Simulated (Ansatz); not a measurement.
**HF with HBr: structure and interaction energy**

The task here is to estimate one member of a computed series from the others.

Method: PBE0-D4 structure, single points in def2-TZVPPD; program: Ansatz 0.2.0, Gaussian basis.

Levels: PBE-D4, revPBE-D4, BLYP-D4, r2SCAN-D4, B97M-V, PBE0-D4, B3LYP-D4, HSE06-D4, wB97X-V, wB97M-V, B2PLYP, Hartree-Fock, MP2, CCSD, CCSD(T). The reference is CCSD(T) extrapolated to the basis limit. For elements past Ar these valence bases correlate outer-core shells poorly and lack relativity, so that limit is rough.

Cores are frozen in the correlated methods. Filled d shells of the heavier atoms are correlated. B3LYP uses VWN-RPA correlation. B2PLYP carries no dispersion term here.

176 further runs of the same task are left out: 176 set aside as unsound or not needed.

### Starting geometry

The pair, from a GFN2-xTB docking trial: 4 atoms, charge 0, spin multiplicity 1.

Atoms are counted from 1 here; the program's logs count them from 0.

Bond lengths: F1–H2 0.934 Å, Br3–H4 1.402 Å.

Coordinates:

```xyz
4
BrFH2
F    -0.2379    0.1120   -1.1620
H    -0.0466   -0.0567   -2.0603
Br    0.3825   -0.1671    2.2550
H    -0.0980    0.1118    0.9673
```

Atoms 1 to 2 are fragment A (HF), the rest fragment B (HBr).

Set-up of the first run:

File pre/in.yaml:

```yaml
crystal:
  periodic: [false, false, false]
  atoms:
    - {symbol: F, position_ang: [-0.237900, 0.112000, -1.162000]}
    - {symbol: H, position_ang: [-0.046600, -0.056700, -2.060300]}
    - {symbol: Br, position_ang: [0.382500, -0.167100, 2.255000]}
    - {symbol: H, position_ang: [-0.098000, 0.111800, 0.967300]}
basis:
  gaussian: {orbitals: def2-SVP}
hamiltonian: {xc: pbe, dispersion: d4}
relax: {f_tol: 0.03, max_steps: 250}
```

Command:

```sh
> ansatz run in.yaml --threads 2 --pin off --events-out ev --progress --plain --max-ram 5222MiB
```

Steps of the session up to this table: A first relaxation in a small basis; Relaxation at PBE0-D4; PBE-D4/def2-TZVPPD; r2SCAN-D4/def2-TZVPPD; PBE0-D4/def2-TZVPPD; B3LYP-D4/def2-TZVPPD; wB97X-V/def2-TZVPPD; wB97M-V/def2-TZVPPD; B2PLYP/def2-TZVPPD; BLYP-D4/def2-TZVPPD; revPBE-D4/def2-TZVPPD; B97M-V/def2-TZVPPD; HSE06-D4/def2-TZVPPD; CCSD(T)/def2-TZVPPD; MP2/def2-QZVPPD; Vibrations of the pair.

One table of the session follows, with a row left open; its other results are not shown here.

| method | interaction (meV) |
| --- | --- |
| PBE-D4 | -112 |
| revPBE-D4 | -80 |
| BLYP-D4 | -89 |
| r2SCAN-D4 | -111 |
| B97M-V | -107 |
| PBE0-D4 | -107 |
| B3LYP-D4 | -98 |
| HSE06-D4 | ? |
| wB97X-V | -99 |
| wB97M-V | -97 |
| B2PLYP | -84 |
| Hartree-Fock | -45 |
| MP2 | -89 |
| CCSD | -74 |
| CCSD(T) | -81 |
| CCSD(T)/CBS | -99 |

**Question.** Estimate the row for HSE06-D4.

The run gave: interaction (meV): -108. In the column «interaction (meV)» it lies between r2SCAN-D4 (-111) and B97M-V (-107).
